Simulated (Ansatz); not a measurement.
# BCl2FH2: the cost of one run

Program: Ansatz 0.2.0. Level of theory: RKS PBE0-D4/def2-SVP. These are calculated values, not measurements.

## 1. The starting structure

Bond lengths: B1–F2 1.670 Å, B1–Cl3 1.860 Å, B1–Cl4 1.860 Å. Angles: F2–B1–Cl3 120.0°, F2–B1–Cl4 120.0°, Cl3–B1–Cl4 120.0°.

As a file:

```xyz
6

B     0.0000    0.0000    0.0000
F     0.0000    0.0000    1.6700
Cl    1.6108    0.0000   -0.9300
Cl   -1.6108    0.0000   -0.9300
H     0.0623   -1.4126    0.4698
H     0.0491   -1.1133    1.3144
```

## 2. Pulling towards end A

Springs on the bonds that form and break draw the guess towards this end; the thresholds are loose.

input.yaml reads:

```yaml
crystal:
  periodic: [false, false, false]
  atoms:
    - { symbol: B, position_ang: [0.0, 0.0, 0.0] }
    - { symbol: F, position_ang: [0.0, 0.0, 1.67] }
    - { symbol: Cl, position_ang: [1.6108, 0.0, -0.93] }
    - { symbol: Cl, position_ang: [-1.6108, 0.0, -0.93] }
    - { symbol: H, position_ang: [0.0623, -1.4126, 0.4698] }
    - { symbol: H, position_ang: [0.0491, -1.1133, 1.3144] }
basis:
  gaussian: { orbitals: def2-SVP }
hamiltonian:
  xc: pbe0
  dispersion: d4
relax:
  f_tol: 0.15
  max_steps: 25
  restrain:
    - { distance: [0, 4], at: 2.39, k: 30.0 }
    - { distance: [5, 1], at: 2.12, k: 30.0 }
    - { distance: [0, 1], at: 1.32, k: 30.0 }
    - { distance: [5, 4], at: 0.66, k: 30.0 }
output:
  orbitals: {}
```

The run is started by

```bash
$ ansatz run input.yaml --threads 2 --pin off --max-ram 3072MiB --backend cpu --events-out ev --progress --plain --runs-dir out
```

Q: Estimate wall time and peak memory on 2 threads of Arm Neoverse V1, shared host.

About 12 s, with a peak of 0.14 GiB.
